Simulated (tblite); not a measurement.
# BF2H3Zn: the cost of one run

Programs: tblite 0.8.0 and PySCF 2.14.0. All values are calculated, for the isolated system unless a continuum is named. Atoms count from 0, parts from 1.

### 1 Starting point

7 atoms, charge 0, multiplicity 1; geometry: rigid parts in contact. Parts: 1 = atoms 0–3, `B`, charge 0; 2 = atoms 4–6, `[F][Zn][F]`, charge 0.

### 2 Docking the parts with GFN2-xTB

What the job is given:

```
{"job": {"kind": "dock", "xc": "GFN2-xTB", "basis": "xTB"}, "charge": 0, "multiplicity": 1, "parts": [{"atoms": "0-3", "charge": 0, "multiplicity": 1}, {"atoms": "4-6", "charge": 0, "multiplicity": 1}]}
B      0.000055    -0.000012     0.000007
H     -0.860794    -0.784005    -0.020636
H     -0.248408     1.137634    -0.006654
H      1.109147    -0.353617     0.027283
F      3.484012    -0.110001     2.403831
Zn     3.032019     0.277205     0.824365
F      3.112042     1.910231     0.405040
```

Method: GFN2-xTB search for minima from random contacts, gas phase.

Command:

```sh
$ OMP_NUM_THREADS=1 python cluster_run.py task.json out
```

One launch serves the whole session: the jobs run in the order shown.

Q: Estimate the wall time of this first job on 1 thread of Arm Neoverse V2, shared host.

About 2.6 s.
